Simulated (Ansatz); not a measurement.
# Ta2BiPb: the cost of one run

Computed with Ansatz 0.2.0 (DFT PBEsol, scalar-relativistic, plane waves, PAW, unless a step's input says otherwise).

## (1) The starting structure

Symmetry: P-6m2, No. 187, hexagonal system. The conventional cell has a = 4.363 Å, b = 4.363 Å, c = 5.524 Å, α = 90.00°, β = 90.00°, γ = 120.00°. Around Bi (site symmetry -6m2) lie 6 Pt at 2.87 Å. Pt (site symmetry 3m) has 2 Pt at 2.76 Å and 3 Pb at 2.87 Å and 3 Bi at 2.87 Å as nearest neighbours. Pb (site symmetry -6m2) is surrounded by 6 Pt at 2.87 Å.

Coordinates:

```
Bi Pt Pb
1.0
     4.36261    0.00000    0.00000
    -2.18131    3.77813    0.00000
     0.00000    0.00000    5.52422
Bi Pt Pb
1 2 1
Direct
  0.33333 0.66667 0.00000
  0.00000 0.00000 0.25019
  0.00000 0.00000 0.74981
  0.66667 0.33333 0.50000
```

The structure comes from the Materials Project (structure only).

## (2) Substitution of an element, cell strained: Pt → Ta, first probe

What differs from the listed cell: Ta takes all sites of Pt, and lengths are scaled by 1.072 as a first guess of the size; strain xx, yy, zz, yz, xz, xy = +2.0, +2.0, +2.0, +0.0, +0.0, +0.0 %.

File input.yaml:

```yaml
crystal:
  lattice:
    - [4.772923749, 0.0, 0.0]
    - [-2.3864618745, 4.133473217, 0.0]
    - [0.0, 0.0, 6.0437874381]
  atoms:
    - { symbol: Bi, position: [0.33333333, 0.66666667, 0.0] }
    - { symbol: Ta, position: [0.0, 0.0, 0.25018812] }
    - { symbol: Ta, position: [0.0, 0.0, 0.74981188] }
    - { symbol: Pb, position: [0.66666667, 0.33333333, 0.5] }
basis:
  ecutwfc: 420
kpoints:
  mp_grid: { grid: [6, 6, 4] }
hamiltonian:
  xc: pbesol
scf:
  occupations: { method: gaussian, width: 0.1 }
output:
  forces: true
  stress: true
  eigenvalues: true
```

Command:

```sh
ansatz run input.yaml --threads 1 --pin off --max-ram 1331MiB --backend cpu --events-out ev --progress --plain --runs-dir out
```

Q: Estimate wall time and peak memory on 1 thread of an x86-64 CPU, shared host.

About 4.6 s, with a peak of 0.5 GiB.
